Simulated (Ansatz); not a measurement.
# VOsC4N4: the cost of one run

Computed with Ansatz 0.2.0 (DFT PBE, scalar-relativistic, plane waves, PAW, unless a step's input says otherwise).

### 1 The starting structure

Symmetry: P-43m, No. 215, cubic system. The conventional cell has a = 5.857 Å, b = 5.857 Å, c = 5.857 Å, α = 90.00°, β = 90.00°, γ = 90.00°. V (site symmetry -43m) has 4 C at 1.92 Å in its first shell of neighbours. Os (site symmetry -43m) is surrounded by 4 N at 1.99 Å. C (site symmetry 3m) is surrounded by 1 N at 1.17 Å and 1 V at 1.92 Å. Around N (site symmetry 3m) lie 1 C at 1.17 Å and 1 Os at 1.99 Å.

Structure file:

```cif
data_structure
_symmetry_space_group_name_H-M 'P-43m'
_symmetry_Int_Tables_number 215
_cell_length_a 5.8566
_cell_length_b 5.8566
_cell_length_c 5.8566
_cell_angle_alpha 90.000
_cell_angle_beta 90.000
_cell_angle_gamma 90.000
_cell_volume 200.88
loop_
_atom_site_label
_atom_site_type_symbol
_atom_site_symmetry_multiplicity
_atom_site_Wyckoff_symbol
_atom_site_fract_x
_atom_site_fract_y
_atom_site_fract_z
_atom_site_occupancy
V1 V 1 a 0.00000 0.00000 0.00000 1
Os1 Os 1 b 0.50000 0.50000 0.50000 1
C1 C 4 e 0.18898 0.18898 0.18898 1
N1 N 4 e 0.30432 0.30432 0.30432 1
```

A structure generator made this guess: two interpenetrating cyanide-bridged diamond nets (P-43m, No. 215). Its size is a rough estimate.

### 2 Probe: one point on a coarse mesh

Input file input.yaml:

```yaml
crystal:
  lattice:
    - [5.85664113, 0.0, 0.0]
    - [0.0, 5.85664113, 0.0]
    - [0.0, 0.0, 5.85664113]
  atoms:
    - { symbol: V, position: [0.0, 0.0, 0.0], spin: -2.0 }
    - { symbol: Os, position: [0.5, 0.5, 0.5], spin: 1.0 }
    - { symbol: C, position: [0.18897871, 0.18897871, 0.18897871] }
    - { symbol: C, position: [0.18897871, 0.81102129, 0.81102129] }
    - { symbol: C, position: [0.81102129, 0.18897871, 0.81102129] }
    - { symbol: C, position: [0.81102129, 0.81102129, 0.18897871] }
    - { symbol: "N", position: [0.30431782, 0.30431782, 0.30431782] }
    - { symbol: "N", position: [0.30431782, 0.69568218, 0.69568218] }
    - { symbol: "N", position: [0.69568218, 0.30431782, 0.69568218] }
    - { symbol: "N", position: [0.69568218, 0.69568218, 0.30431782] }
basis:
  ecutwfc: 420
kpoints:
  mp_grid: { grid: [4, 4, 4] }
hamiltonian:
  xc: pbe
scf:
  occupations: { method: gaussian, width: 0.1 }
  lower_state_search: "off"
output:
  forces: true
  stress: true
  eigenvalues: true
  populations: true
magnetization:
  spin_polarized: true
```

Started as:

```sh
$ ansatz run input.yaml --threads 1 --pin off --max-ram 2560MiB --backend cpu --events-out ev --progress --plain --runs-dir out
```

What time and memory should one allow on 1 thread of Intel Xeon Platinum 8175M at 2.50GHz (Skylake/Cascade Lake), shared host?

About 33 s, with a peak of 0.54 GiB.
